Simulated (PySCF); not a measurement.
# [Ce(H2O)4]3+: forces at shaken geometries

How stiff is [Ce(H2O)4]3+? Its atoms are displaced at random by several amounts. The species was built from a template and needn't be a known compound.

The runs use PySCF 2.14.0; PBE0, Ce def2-SVP with ECP28, O def2-SVP, H def2-SVP; scalar-relativistic core potentials, no spin–orbit coupling.

4 further runs of the same task are left out: 1 for a known fault of the program, 3 that didn't finish. Runs told in other sessions of the task aren't counted.

**1. The starting structure**

13 atoms, charge 3, spin multiplicity 2.

Bond lengths: Ce1–O2 2.370 Å, Ce1–O5 2.370 Å, Ce1–O8 2.370 Å, Ce1–O11 2.370 Å, O2–H3 0.983 Å, O2–H4 0.983 Å, O5–H6 0.983 Å, O5–H7 0.983 Å, O8–H9 0.983 Å, O8–H10 0.983 Å, O11–H12 0.983 Å, O11–H13 0.983 Å. Angles: O2–Ce1–O5 109.5°, O2–Ce1–O8 109.5°, O2–Ce1–O11 109.5°, O5–Ce1–O8 109.5°, O5–Ce1–O11 109.5°, O8–Ce1–O11 109.5°, Ce1–O2–H3 128.1°, Ce1–O2–H4 128.6°, H3–O2–H4 103.3°, Ce1–O5–H6 128.6°, Ce1–O5–H7 128.1°, H6–O5–H7 103.3°, Ce1–O8–H9 128.6°, Ce1–O8–H10 128.1°, H9–O8–H10 103.3°, Ce1–O11–H12 128.1°, Ce1–O11–H13 128.6°, H12–O11–H13 103.3°.

Coordinates:

```xyz
13
charge 3, multiplicity 2
Ce    0.0000    0.0000    0.0000
O     1.3678    1.3727    1.3637
H     1.9329    1.1039    2.1215
H     1.5351    2.3382    1.2883
O    -1.3678   -1.3637    1.3727
H    -1.5351   -1.2883    2.3382
H    -1.9329   -2.1215    1.1039
O     1.3678   -1.3727   -1.3637
H     1.5351   -2.3382   -1.2883
H     1.9329   -1.1039   -2.1215
O    -1.3678    1.3637   -1.3727
H    -1.9329    2.1215   -1.1039
H    -1.5351    1.2883   -2.3382
```

Formal oxidation states: Ce +3. An earlier session relaxed this geometry at PBE0, Ce def2-SVP with ECP28, O def2-SVP, H def2-SVP (doublet, point group D2).

Its energy there is -779.213249 Eh.

**2. Atoms moved at random, σ = 0.03 Å**

Input file run.py (the lines that set the calculation):

```python
mol = gto.M(atom='''
Ce    -0.02116     0.03544    -0.06632
O      1.35599     1.36497     1.33541
H      1.97001     1.07836     2.14014
H      1.55806     2.37292     1.33408
O     -1.36648    -1.30981     1.37414
H     -1.53359    -1.30081     2.34797
H     -1.92398    -2.16757     1.10548
O      1.37918    -1.38626    -1.34863
H      1.51849    -2.32872    -1.27647
H      1.91108    -1.08282    -2.13214
O     -1.40575     1.36637    -1.43027
H     -1.92369     2.06463    -1.07690
H     -1.51815     1.29330    -2.30648''',
    basis={'Ce': 'def2-SVP', 'O': 'def2-SVP', 'H': 'def2-SVP'},
    ecp={'Ce': 'def2-SVP'},
    charge=3, spin=1)
mf = dft.UKS(mol, xc='PBE0')
mf.grids.atom_grid = (50, 194)  # f atoms: unpruned, at least (60, 302)
mf = mf.density_fit()  # fitting sets: Ce def2-universal-JKFIT, O def2-universal-JKFIT, H def2-universal-JKFIT
mf.conv_tol = 1e-08; mf.max_cycle = 55
mf.kernel(dm0)  # dm0: the density of the relaxed state
```

Launch:

```bash
$ OMP_NUM_THREADS=4 python run.py
```

**3. Atoms moved at random, σ = 0.15 Å**

Input file run.py (the lines that set the calculation):

```python
mol = gto.M(atom='''
Ce     0.09433     0.05936     0.00289
O      1.34421     1.33028     1.35804
H      2.08147     1.16674     2.28878
H      1.76524     2.51803     1.16166
O     -1.41041    -1.56262     1.44014
H     -1.52513    -1.30707     2.13736
H     -2.11725    -2.07261     1.08633
O      1.23748    -1.32441    -1.42709
H      1.51921    -2.35746    -1.17065
H      1.96485    -1.20783    -2.27098
O     -1.42282     1.43884    -1.35619
H     -1.85382     1.96204    -0.87865
H     -1.67735     1.35673    -2.37163''',
    basis={'Ce': 'def2-SVP', 'O': 'def2-SVP', 'H': 'def2-SVP'},
    ecp={'Ce': 'def2-SVP'},
    charge=3, spin=1)
mf = dft.UKS(mol, xc='PBE0')
mf.grids.atom_grid = (50, 194)  # f atoms: unpruned, at least (60, 302)
mf = mf.density_fit()  # fitting sets: Ce def2-universal-JKFIT, O def2-universal-JKFIT, H def2-universal-JKFIT
mf.conv_tol = 1e-08; mf.max_cycle = 55
mf.kernel(dm0)  # dm0: the density of the relaxed state
```

**4. Atoms moved at random, σ = 0.15 Å**

Input file run.py (the lines that set the calculation):

```python
mol = gto.M(atom='''
Ce     0.03279     0.04298    -0.17289
O      1.51794     1.48132     1.42609
H      1.58678     1.00548     2.00683
H      1.42003     2.42781     1.19274
O     -1.39782    -1.68368     1.27495
H     -1.28805    -1.20322     2.46713
H     -1.96267    -1.97204     1.02305
O      1.45760    -1.25487    -1.14988
H      1.28859    -2.33195    -1.28110
H      2.18989    -1.20908    -1.91077
O     -1.53615     1.03514    -1.37483
H     -1.73094     2.33290    -1.23195
H     -1.57798     1.32922    -2.26938''',
    basis={'Ce': 'def2-SVP', 'O': 'def2-SVP', 'H': 'def2-SVP'},
    ecp={'Ce': 'def2-SVP'},
    charge=3, spin=1)
mf = dft.UKS(mol, xc='PBE0')
mf.grids.atom_grid = (50, 194)  # f atoms: unpruned, at least (60, 302)
mf = mf.density_fit()  # fitting sets: Ce def2-universal-JKFIT, O def2-universal-JKFIT, H def2-universal-JKFIT
mf.conv_tol = 1e-08; mf.max_cycle = 55
mf.kernel(dm0)  # dm0: the density of the relaxed state
```

Q: Predict the outcome of this session. Wanted: for each run, σ; energy rise; harmonic estimate −½ F·u; largest force component.

As calculated:

| σ (Å) | energy rise (eV) | harmonic estimate −½ F·u (eV) | largest force component (eV/Å) |
| --- | --- | --- | --- |
| 0.03 | 0.656 | 0.672 | 6.14 |

Every displacement raises the energy. For a harmonic well the rise equals −½ F·u; the two differ by at most 2 % here (a move with σ = 0.03 Å), from anharmonicity, the grid and the small forces left at the relaxed point. The bases are small and lack diffuse functions. Spin–orbit coupling is left out for this open shell, where it can reorder the states. Open shells may have lower solutions than the one found.
